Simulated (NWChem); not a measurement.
# TiH4O4 (SMILES O[Ti](O)(O)O): HF/3-21G

What is the energy change on altering one bond length of TiH4O4 at HF/3-21G? 

The results are computed with NWChem 7.3.0.

6 further runs of the same task are left out: 2 that didn't finish, 4 set aside as unsound or not needed.

## Step 1: The system as given

TiH4O4: 9 atoms, total charge 0, spin state singlet. SMILES: `O[Ti](O)(O)O`. Geometry: relaxed at PBE0-D4/def2-TZVP. This is one conformer, not always the lowest.

Bond lengths: O1–Ti2 1.801 Å, Ti2–O3 1.801 Å, Ti2–O4 1.801 Å, Ti2–O5 1.801 Å, O1–H6 0.958 Å, O3–H7 0.958 Å, O4–H8 0.958 Å, O5–H9 0.958 Å. Angles: O1–Ti2–O3 108.5°, O1–Ti2–O4 109.9°, O1–Ti2–O5 110.0°, O3–Ti2–O4 110.0°, O3–Ti2–O5 109.9°, O4–Ti2–O5 108.5°, Ti2–O1–H6 129.5°, Ti2–O3–H7 129.5°, Ti2–O4–H8 129.5°, Ti2–O5–H9 129.6°.

## Step 2: Energy and gradient at HF/3-21G

struct.xyz reads:

```xyz
9
H4O4Ti hf
O     -0.125250     1.268390    -1.272730
Ti     0.000070     0.000090    -0.000050
O      1.651710    -0.715310    -0.066120
O     -1.235630    -1.279200    -0.283830
O     -0.290490     0.726280     1.622320
H     -0.813470     1.413950    -1.922910
H      2.270980    -0.885970     0.644480
H     -1.123140    -2.176250    -0.600550
H     -0.334770     1.648010     1.879390
```

struct.nw reads:

```
echo
start struct
title "H4O4Ti hf"
memory 2200 mb
charge 0
geometry units angstroms noautosym nocenter noautoz
 load format xyz struct.xyz
end
basis spherical bse
 * library 3-21G
end
scf
 thresh 1e-08
 maxiter 80
 print medium
end
task scf gradient
```

Run with:

```console
$ nwchem struct.nw > struct.out
```

Output (excerpt; [...] marks lines left out):

```text
[...]
  functions       =    71
[...]
  wavefunction    = RHF
[...]
         Total SCF energy =  -1144.606214879780
      One-electron energy =  -2223.212311585869
      Two-electron energy =    751.270979859536
 Nuclear repulsion energy =    327.335116846553
        Time for solution =      9.0s
[...]
                         RHF ENERGY GRADIENTS
    atom               coordinates                        gradient
                 x          y          z           x          y          z
   1 O      -0.236688   2.396910  -2.405111    0.003442   0.019975  -0.018604
   2 Ti      0.000132   0.000170  -0.000094    0.000003  -0.000006   0.000005
   3 O       3.121279  -1.351740  -0.124949    0.024971  -0.009682  -0.006313
   4 O      -2.335002  -2.417337  -0.536361   -0.022035  -0.016396  -0.001117
   5 O      -0.548947   1.372470   3.065740   -0.006373   0.006105   0.026026
   6 H      -1.537235   2.671978  -3.633773    0.000145  -0.006191   0.006331
   7 H       4.291530  -1.674241   1.217891   -0.008203   0.003276   0.000727
   8 H      -2.122427  -4.112516  -1.134875    0.006305   0.006090   0.000981
   9 H      -0.632624   3.114287   3.551532    0.001746  -0.003169  -0.008036
[...]
```

Run time: 11 s. Hardware: 1 thread of Intel Xeon Platinum 8259CL at 2.50GHz (Skylake/Cascade Lake), shared host; peak memory 0.1 GiB.

## Step 3: The distorted shape: a single-point energy at HF/3-21G

work.nw reads:

```
start work
title "H4O4Ti energy"
memory 2200 mb
geometry noautosym nocenter noautoz
  O     -0.187912     1.902563    -1.909093
  Ti     0.000070     0.000090    -0.000050
  O      1.651710    -0.715310    -0.066120
  O     -1.235630    -1.279200    -0.283830
  O     -0.290490     0.726280     1.622320
  H     -0.876132     2.048123    -2.559273
  H      2.270980    -0.885970     0.644480
  H     -1.123140    -2.176250    -0.600550
  H     -0.334770     1.648010     1.879390
end
basis spherical bse
  O library 3-21G
  Ti library 3-21G
  H library 3-21G
end
scf
  thresh 1e-08
  maxiter 80
  print medium
end
task scf energy
```

Run with:

```console
$ nwchem work.nw > work.out
```

Output (excerpt; [...] marks lines left out):

```text
[...]
  functions       =    71
[...]
  wavefunction    = RHF
[...]
         Total SCF energy =  -1144.446328587993
      One-electron energy =  -2167.766576399546
      Two-electron energy =    722.927438752663
 Nuclear repulsion energy =    300.392809058890
        Time for solution =     10.2s
[...]
```

Run time: 11 s. Hardware: 1 thread of Intel Xeon Platinum 8259CL at 2.50GHz (Skylake/Cascade Lake), shared host; peak memory 0.1 GiB.

## Step 4: Results

At HF/3-21G:

```
                                                          quantity           value
                                         first shape: total energy  -1144.60621 Eh
                                        first shape: dipole moment          0.00 D
                                          first shape: HOMO energy       -12.61 eV
                                          first shape: LUMO energy         1.90 eV
                                        first shape: HOMO–LUMO gap        14.51 eV
                             first shape: largest force on an atom      1.415 eV/Å
                                     distorted shape: total energy  -1144.44633 Eh
                                    distorted shape: dipole moment          4.75 D
                                      distorted shape: HOMO energy        -8.78 eV
                                      distorted shape: LUMO energy         1.02 eV
                                    distorted shape: HOMO–LUMO gap         9.80 eV
energy change with the O1–Ti2 bond stretched from 1.801 to 2.702 Å        4.351 eV
```

**Reading.** With the O1–Ti2 bond stretched from 1.801 to 2.702 Å the energy rises by 4.35 eV (420 kJ/mol). The first shape isn't relaxed at this level, so the change isn't measured from a minimum. A restricted reference can't describe the breaking bond well at this length. The largest force (first shape) is 1.41 eV/Å: the shape isn't a stationary point for this species at this level. Mulliken charges (first shape) run from -0.85 on O1 to +1.74 on Ti2; they depend strongly on the basis.
